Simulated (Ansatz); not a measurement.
# EuMnBi2: the cost of one run

Program: Ansatz 0.2.0. Level of theory: DFT PBE, scalar-relativistic, plane waves, PAW. These are calculated values, not measurements.

## 1. Starting point

Symmetry: I4/mmm, No. 139, tetragonal system. Conventional cell: a = 4.631 Å, b = 4.631 Å, c = 20.803 Å, α = 90.00°, β = 90.00°, γ = 90.00°. Eu (site symmetry 4mm) has 8 Bi at 3.42 to 3.47 Å and 4 Mn at 3.49 Å as nearest neighbours. Around Mn (site symmetry -4m2) lie 4 Bi at 2.83 Å. Around Bi (site symmetry mmm) lie 4 Bi at 3.27 Å and 4 Eu at 3.47 Å. Bi (site symmetry 4mm) is surrounded by 4 Mn at 2.83 Å.

Structure file:

```
CELL_PARAMETERS angstrom
-2.31553 2.31553 10.40146
2.31553 -2.31553 10.40146
2.31553 2.31553 -10.40146
ATOMIC_POSITIONS crystal
Eu 0.12428 0.12428 0.00000
Eu 0.87572 0.87572 0.00000
Mn 0.75000 0.25000 0.50000
Mn 0.25000 0.75000 0.50000
Bi 0.50000 0.00000 0.50000
Bi 0.00000 0.50000 0.50000
Bi 0.32839 0.32839 0.00000
Bi 0.67161 0.67161 0.00000
```

An earlier run at PBE left this cell at 27.885 Å³/atom and 0.01 GPa (10×10×10 mesh). The large moments point both ways.

## 2. Ferrimagnetic, in the cell as typed

Input file input.yaml:

```yaml
crystal:
  lattice:
    - [-2.3155336402, 2.3155336402, 10.4014640887]
    - [2.3155336402, -2.3155336402, 10.4014640887]
    - [2.3155336402, 2.3155336402, -10.4014640887]
  atoms:
    - { symbol: Eu, position: [0.1242825049, 0.1242825049, 0.0], spin: 7.0 }
    - { symbol: Eu, position: [0.8757174951, 0.8757174951, 0.0], spin: 7.0 }
    - { symbol: Mn, position: [0.75, 0.25, 0.5], spin: -3.5 }
    - { symbol: Mn, position: [0.25, 0.75, 0.5], spin: -3.5 }
    - { symbol: Bi, position: [0.5, 0.0, 0.5] }
    - { symbol: Bi, position: [0.0, 0.5, 0.5] }
    - { symbol: Bi, position: [0.3283910735, 0.3283910735, 0.0] }
    - { symbol: Bi, position: [0.6716089265, 0.6716089265, 0.0] }
basis:
  ecutwfc: 420
  ecutrho_ratio: 4
kpoints:
  mp_grid: { grid: [10, 10, 10] }
hamiltonian:
  xc: pbe
scf:
  occupations: { method: gaussian, width: 0.05 }
  lower_state_search: "off"
output:
  forces: true
  stress: true
  eigenvalues: true
  populations: true
magnetization:
  spin_polarized: true
```

Started as:

```console
ansatz run input.yaml --threads 4 --pin off --max-ram 10240MiB --backend cpu --events-out ev --progress --plain --runs-dir out
```

**Question.** How long does this run take on 4 threads of Intel Xeon Platinum 8488C (Sapphire Rapids), shared host, and how much memory does it need?

About 82 s, with a peak of 2.7 GiB.
